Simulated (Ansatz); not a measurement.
# NbSn2Te3: the cost of one run

Method: DFT PBE, scalar-relativistic, plane waves, PAW, in Ansatz 0.2.0.

3 further runs of the same task are left out: 2 that didn't finish, 1 set aside as unsound or not needed. Runs told in other sessions of the task aren't counted.

### Step 1. The system as given

It takes space group P-3m1 (No. 164, trigonal). Conventional cell: a = 3.791 Å, b = 3.791 Å, c = 14.049 Å, α = 90.00°, β = 90.00°, γ = 120.00°. Around Nb (site symmetry -3m) lie 6 Te at 2.83 Å. Sn (site symmetry 3m) is surrounded by 3 Te at 3.09 Å. Te (site symmetry 3m) is surrounded by 3 Nb at 2.83 Å. Te (site symmetry -3m) has 6 Sn at 3.09 Å in its first shell of neighbours.

Coordinates:

```cif
data_structure
_symmetry_space_group_name_H-M 'P-3m1'
_symmetry_Int_Tables_number 164
_cell_length_a 3.7910
_cell_length_b 3.7910
_cell_length_c 14.0494
_cell_angle_alpha 90.000
_cell_angle_beta 90.000
_cell_angle_gamma 120.000
_cell_volume 174.86
loop_
_atom_site_label
_atom_site_type_symbol
_atom_site_symmetry_multiplicity
_atom_site_Wyckoff_symbol
_atom_site_fract_x
_atom_site_fract_y
_atom_site_fract_z
_atom_site_occupancy
Nb1 Nb 1 a 0.00000 0.00000 0.00000 1
Sn1 Sn 2 d 0.33333 0.66667 0.34515 1
Te1 Te 2 d 0.33333 0.66667 0.87176 1
Te2 Te 1 b 0.00000 0.00000 0.50000 1
```

It is the end of an earlier relaxation with the same method, from a generated guess; it needn't be the stable form of this composition. At a tolerance of 0.05 Å it has space group P-3m1 (No. 164); it has 29.14 Å³/atom, an uncorrected energy of -0.16 eV/atom over the elements.

### Step 2. Electronic structure at the relaxed geometry

Input file input.yaml:

```yaml
crystal:
  lattice:
    - [3.7909765844, 0.0, 0.0]
    - [-1.8954882922, 3.2830820272, 0.0]
    - [0.0, 0.0, 14.0493763955]
  atoms:
    - { symbol: Nb, position: [0.0, 0.0, 0.0] }
    - { symbol: Sn, position: [0.3333333333, 0.6666666667, 0.3451516428] }
    - { symbol: Sn, position: [0.6666666667, 0.3333333333, 0.6548483572] }
    - { symbol: Te, position: [0.3333333333, 0.6666666667, 0.8717571722] }
    - { symbol: Te, position: [0.6666666667, 0.3333333333, 0.1282428278] }
    - { symbol: Te, position: [0.0, 0.0, 0.5] }
basis:
  ecutwfc: 420
kpoints:
  mp_grid: { grid: [12, 12, 4] }
  band_path:
    path:
      - [[0.0, 0.0, 0.0], [0.5, 0.0, 0.0], [0.33333333, 0.33333333, 0.0], [0.0, 0.0, 0.0], [0.0, 0.0, 0.5], [0.5, 0.0, 0.5], [0.33333333, 0.33333333, 0.5], [0.0, 0.0, 0.5]]
      - [[0.5, 0.0, 0.5], [0.5, 0.0, 0.0]]
      - [[0.33333333, 0.33333333, 0.5], [0.33333333, 0.33333333, 0.0]]
    npoints: 14
hamiltonian:
  xc: pbe
scf:
  occupations: { method: gaussian, width: 0.1 }
  n_extra_bands: 15
output:
  forces: true
  stress: true
  eigenvalues: true
  populations: true
  dos: { projected: true, de: 0.02, nscf_kmesh: { grid: [15, 15, 5] } }
  bader: true
  write_density: true
  write_potential: true
  elf: true
  volumetric_format: npy
```

Started as:

```bash
$ ansatz run input.yaml --threads 1 --pin off --max-ram 2560MiB --backend cpu --events-out ev --progress --plain --runs-dir out
```

Q: Estimate wall time and peak memory on 1 thread of Arm Neoverse N1, shared host.

About 4.8 min, with a peak of 1 GiB.
